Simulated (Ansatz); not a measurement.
**Ga4P3N: the cell at several levels of theory**

Aim: relax an ordered 8-atom cell of Ga4P3N on the zincblende lattice (R3m) with PBE and r2SCAN and see how far the functionals disagree on the cell. This is a trial cell built on a prototype, not taken from a measured structure, and it needn't be the compound's ground state.

The runs shown are made with Ansatz 0.2.0. PAW datasets, plane waves, zero pressure. Simulation only: spin-unpolarised, and no claim that this is the phase found in nature.

## Step 1: The structure to begin with

This is the cell as the run starts from it, not yet at rest; its lengths are not the crystal's.

The symmetry is R3m (No. 160, trigonal); a = 3.506 Å, c = 34.347 Å in the conventional setting, 15.23 Å³ an atom. N has 4 Ga at 2.15 Å; P has 4 Ga at 2.15 Å; Ga has 3 N at 2.15 Å and 1 P at 2.15 Å.

As a file:

Space group R3m:H (No. 160). a = 3.506 Å, b = 3.506 Å, c = 34.347 Å, α = 90.00°, β = 90.00°, γ = 120.00°
```csv
atom,site,symmetry,x,y,z
N,3a,3m,0.0000,0.0000,0.0000
P,3a,3m,0.6667,0.3333,0.0833
P,3a,3m,0.3333,0.6667,0.1667
P,3a,3m,0.0000,0.0000,0.2500
Ga,3a,3m,0.6667,0.3333,0.0208
Ga,3a,3m,0.3333,0.6667,0.1042
Ga,3a,3m,0.0000,0.0000,0.1875
Ga,3a,3m,0.6667,0.3333,0.2708
```

## Step 2: Relaxation with PBE

File input.yaml:

```yaml
crystal:
  lattice:
    - [1.7527527979, 1.0119522997, 11.4489333333]
    - [-1.7527527979, 1.0119522997, 11.4489333333]
    - [0.0, -2.0239045993, 11.4489333333]
  atoms:
    - { symbol: "N", position: [0.0, 0.0, 0.0] }
    - { symbol: P, position: [0.75, 0.75, 0.75] }
    - { symbol: P, position: [0.5, 0.5, 0.5] }
    - { symbol: P, position: [0.25, 0.25, 0.25] }
    - { symbol: Ga, position: [0.6875, 0.6875, 0.6875] }
    - { symbol: Ga, position: [0.4375, 0.4375, 0.4375] }
    - { symbol: Ga, position: [0.1875, 0.1875, 0.1875] }
    - { symbol: Ga, position: [0.9375, 0.9375, 0.9375] }
kpoints:
  mp_grid: { grid: [8, 8, 8] }
hamiltonian:
  xc: pbe
scf:
  occupations: { method: fermi_dirac, width: 0.02 }
relax:
  f_tol: 0.005
  cell: {}
```

Run with:

```
> ansatz run input.yaml --threads 4 --pin off --max-ram 6451MiB --backend cpu --events-out ev --progress --plain --runs-dir out
```

The runs that follow: Relaxing with r2SCAN.

Q: Predict the outcome of this session. Wanted: for each run, a; c; volume; space group; SCF geometries.

As calculated:

```
 level  a (Å)   c (Å)  volume (Å³/atom)  space group  SCF geometries
   PBE  3.746  36.651            18.562          R3m              10
r2SCAN  3.706  36.272            17.977          R3m               5
```

What this shows: From the start to the first minimum the volume moved by +21.9 %. r2SCAN gives the smallest cell and PBE the largest; they differ by 3.3 % in volume, a mean of 1.1 % in length.
